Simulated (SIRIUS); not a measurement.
Crystal: GaGe.

```xyz
2
Lattice="0.0000 2.8978 2.8978 2.8978 0.0000 2.8978 2.8978 2.8978 0.0000" Properties=species:S:1:pos:R:3 pbc="T T T"
Ge    0.0000    0.0000    0.0000
Ga    1.4489    1.4489    1.4489
```

The cell comes from a database or a generator and needn't be the stable form of this composition.

Base run:

| Item | Value |
| --- | --- |
| Program | SIRIUS 7.12.0 |
| Functional | PBEsol |
| Potentials or basis | PseudoDojo 0.4.1 PBE standard (scalar relativistic) |
| Cutoff | 1102 eV |
| Density cutoff | 4408 eV |
| k mesh | 7 × 7 × 7 |
| Occupations | fermi-dirac, width 0.05 eV |
| Spin | no spin polarisation |

Its results: band gap on the k mesh none (metal or under the smearing width); pressure -2.3 GPa.

**Question.** The run is repeated on the same cell with these changes: functional from PBEsol to LDA-VWN; libxc names from ["XC_GGA_X_PBE_SOL", "XC_GGA_C_PBE_SOL"] to ["XC_LDA_X", "XC_LDA_C_VWN"]. What comes out?

**Answer.** Band gap on the k mesh none (metal or under the smearing width); pressure -4.7 GPa.

Caveats: the potentials were made for another functional, which shifts forces and pressure.

Not every run made on this cell is shown here.
